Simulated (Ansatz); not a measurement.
# FeNi (Tetrataenite): the cost of one run

Computed with Ansatz 0.2.0, driven from Python. The levels of theory stand in the script.

### Step 1. The system

The structure is tetragonal, space group P4/mmm (No. 123). Conventional cell: a = 2.533 Å, b = 2.533 Å, c = 3.582 Å, α = 90.00°, β = 90.00°, γ = 90.00°. Fe (site symmetry 4/mmm) is surrounded by 8 Ni at 2.53 Å and 4 Fe at 2.53 Å. Ni (site symmetry 4/mmm) has 8 Fe at 2.53 Å and 4 Ni at 2.53 Å in its first shell of neighbours.

feni.cif, read by the script:

```cif
data_FeNi
_cell_length_a 2.533000
_cell_length_b 2.533000
_cell_length_c 3.582000
_cell_angle_alpha 90.00000
_cell_angle_beta 90.00000
_cell_angle_gamma 90.00000
_symmetry_space_group_name_H-M 'P 1'
_symmetry_Int_Tables_number 1
loop_
_symmetry_equiv_pos_as_xyz
'x, y, z'
loop_
_atom_site_label
_atom_site_type_symbol
_atom_site_fract_x
_atom_site_fract_y
_atom_site_fract_z
Fe1 Fe    0.000000    0.000000    0.000000
Ni2 Ni    0.500000    0.500000    0.500000
```

### Step 2. Script

Contents of run_lattice.py:

```python
"""Relaxed cell of FeNi under several functionals."""

import warnings

import ansatz
from ase.io import read
import numpy as np

def edges_and_angles(cell):
    cell = np.asarray(cell)
    a, b, c = np.linalg.norm(cell, axis=1)
    cosines = cell[1] @ cell[2] / (b * c), cell[0] @ cell[2] / (a * c), cell[0] @ cell[1] / (a * b)
    return (a, b, c, *np.degrees(np.arccos(cosines)))


def main() -> None:
    warnings.simplefilter("ignore", ansatz.DeckWarning)

    atoms = read("feni.cif")
    system = ansatz.Crystal.from_ase(atoms).moments(Fe=2.4, Ni=-1.0)

    base = (
        system.calculation()
        .occupations(ansatz.OccupationsMethod.METHFESSEL_PAXTON, width=0.1)
        .spin("collinear")
        .basis(630, xc_grid=3)
        .kpoints(mesh=(13, 13, 9), shift=0.5)
        .relax(cell=True, force_tolerance=0.01, max_steps=60, max_displacement=0.1)
    )

    levels = [("pbesol", "d3bj"), ("lda", "none"), ("blyp", "d3bj")]
    print("level            a       b       c    alpha   beta  gamma  V/atom  steps")
    for name, dispersion in levels:
        seen = []
        run = base.functional(name, dispersion=dispersion).session().plan()
        done = run.execute(on_event=lambda e: seen.append(e) if e["event"] == "relax_step" else None)
        cell = done.lattice.cell_ang
        label = name if dispersion == "none" else f"{name}+{dispersion}"
        print("{:13s} {:7.4f} {:7.4f} {:7.4f} {:6.2f} {:6.2f} {:6.2f}".format(label, *edges_and_angles(cell)), f"{abs(np.linalg.det(cell)) / len(done.lattice.sites):7.3f} {len(seen):5d}")


if __name__ == "__main__":
    main()
```

### Step 3. The input behind the calls

The package turns the script's settings into the engine's input (first run):

```yaml
crystal:
  lattice:
    - [2.533, 0.0, 0.0]
    - [0.0, 2.533, 0.0]
    - [0.0, 0.0, 3.582]
  atoms:
    - { symbol: Fe, position: [0.0, 0.0, 0.0] }
    - { symbol: Ni, position: [0.5, 0.5, 0.49999999999999994] }
basis:
  ecutwfc: 630.0
  xc_grid: 3
kpoints:
  mp_grid:
    grid: [13, 13, 9]
    shift: [0.5, 0.5, 0.5]
hamiltonian:
  xc: pbesol
  dispersion: d3bj
magnetization:
  spin_polarized: true
  per_species:
    Fe: 2.4
    Ni: -1.0
scf:
  occupations:
    method: methfessel_paxton
    width: 0.1
relax:
  f_tol: 0.01
  max_steps: 60
  max_displacement: 0.1
  cell: {}
```

### Step 4. Launch

Command:

```
python run_lattice.py
```

Q: Estimate wall time and peak memory on 1 thread of Arm Neoverse V1, shared host.

About 6.8 min, with a peak of 0.64 GiB.
